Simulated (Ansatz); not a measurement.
# CH₈ClNOSi₂: up Jacob's ladder to CCSD(T)

How much do the methods differ for CH₈ClNOSi₂? The plan is to run it at one geometry with functionals of several rungs and with coupled cluster. The yardstick is the atomisation energy at the CCSD(T) limit.

Method: functionals in def2-TZVPP, the program's frozen cores in correlated methods; program: Ansatz 0.2.0, Gaussian basis.

Levels to be run: PBE-D4, r2SCAN-D4, PBE0-D4, B3LYP-D4, ωB97X-V, ωB97M-V, B2PLYP; CCSD(T)/def2-TZVPP; MP2/def2-QZVPP; extrapolation to the limit.

## Step 1: The geometry

The geometry comes from an earlier relaxation with PBE0-D4 in a triple-zeta def2 set; it is a stationary point, not always the lowest conformer.

SMILES `CO[SiH2]N[SiH2]Cl`, 14 atoms, charge 0, spin multiplicity 1.

Atoms are counted from 1 here; the program's logs count them from 0.

Bond lengths: C1–O2 1.408 Å, C1–H7 1.096 Å, C1–H8 1.097 Å, C1–H9 1.091 Å, O2–Si3 1.640 Å, Si3–N4 1.716 Å, Si3–H10 1.488 Å, Si3–H11 1.486 Å, N4–Si5 1.710 Å, N4–H12 1.011 Å, Si5–Cl6 2.063 Å, Si5–H13 1.477 Å, Si5–H14 1.479 Å. Angles: O2–C1–H7 111.3°, O2–C1–H8 111.7°, O2–C1–H9 108.3°, H7–C1–H8 108.5°, H7–C1–H9 108.4°, H8–C1–H9 108.4°, C1–O2–Si3 123.0°, O2–Si3–N4 109.1°, O2–Si3–H10 107.9°, O2–Si3–H11 111.4°, N4–Si3–H10 111.2°, N4–Si3–H11 106.8°, H10–Si3–H11 110.5°, Si3–N4–Si5 127.5°, Si3–N4–H12 116.4°, Si5–N4–H12 116.1°, N4–Si5–Cl6 112.7°, N4–Si5–H13 108.5° and more.

## Step 2: PBE-D4 (GGA)

Contents of in.yaml:

```yaml
crystal:
  periodic: [false, false, false]
  atoms:
    - {symbol: C, position_ang: [-0.669833, -1.154914, -2.461665]}
    - {symbol: O, position_ang: [0.008713, -0.861207, -1.262985]}
    - {symbol: Si, position_ang: [-0.330389, 0.452632, -0.342604]}
    - {symbol: N, position_ang: [0.897355, 0.639646, 0.842084]}
    - {symbol: Si, position_ang: [0.769627, 0.363900, 2.524386]}
    - {symbol: Cl, position_ang: [0.414313, 2.095272, 3.589192]}
    - {symbol: H, position_ang: [-1.685815, -1.515666, -2.266681]}
    - {symbol: H, position_ang: [-0.731717, -0.279013, -3.118694]}
    - {symbol: H, position_ang: [-0.119730, -1.939492, -2.983690]}
    - {symbol: H, position_ang: [-0.393769, 1.636405, -1.242461]}
    - {symbol: H, position_ang: [-1.612313, 0.285575, 0.389197]}
    - {symbol: H, position_ang: [1.788929, 0.985376, 0.514031]}
    - {symbol: H, position_ang: [-0.377656, -0.534404, 2.767056]}
    - {symbol: H, position_ang: [2.042305, -0.174121, 3.052833]}
basis:
  gaussian: {orbitals: def2-TZVPP}
hamiltonian: {xc: pbe, dispersion: d4}
output: {forces: true, orbitals: {seedname: orbitals}}
```

Command:

```bash
$ ansatz run in.yaml --threads 2 --pin off --events-out ev --progress --plain --max-ram 20480MiB --backend cuda --devices 0, --max-vram 18GiB
```

The runs that follow: r2SCAN-D4 (meta-GGA); PBE0-D4 (hybrid); B3LYP-D4 (hybrid); ωB97X-V (range-separated); ωB97M-V (range-separated); B2PLYP (double hybrid); CCSD(T) in def2-TZVPP; MP2 in def2-QZVPP.

Q: Predict the results of all the runs planned. Wanted: atomisation energy, CCSD(T)/CBS; farthest; mean size of error, hybrid; mean size of error, range-separated; gap, smallest and largest; T1 diagnostic; triples share of the correlation energy.

The runs gave:

```
                               quantity                                          value
        atomisation energy, CCSD(T)/CBS                                  4971.7 kJ/mol
 functionals within 24.9 kJ/mol (0.5 %)  PBE-D4, r2SCAN-D4, B3LYP-D4, ωB97X-V, ωB97M-V
                               farthest                          B2PLYP (-74.2 kJ/mol)
             mean size of error, hybrid                                    33.9 kJ/mol
    mean size of error, range-separated                                    13.3 kJ/mol
              gap, smallest and largest           6.09 eV (PBE-D4), 12.82 eV (ωB97X-V)
                          T1 diagnostic                                         0.0106
triples share of the correlation energy                                          3.7 %
```

PBE-D4 is off by +13.3 kJ/mol. Double hybrids carry the basis error of their MP2 part in triple zeta, and no dispersion term here, so their miss is partly the set-up's. Misses under about 24.9 kJ/mol are within the doubt on the reference itself, which lacks core-valence correlation, relativity and higher excitations. Hartree-Fock recovers 73 % of the binding; the rest is correlation. Orbital gaps span 6.1 to 12.8 eV; exact exchange widens them.
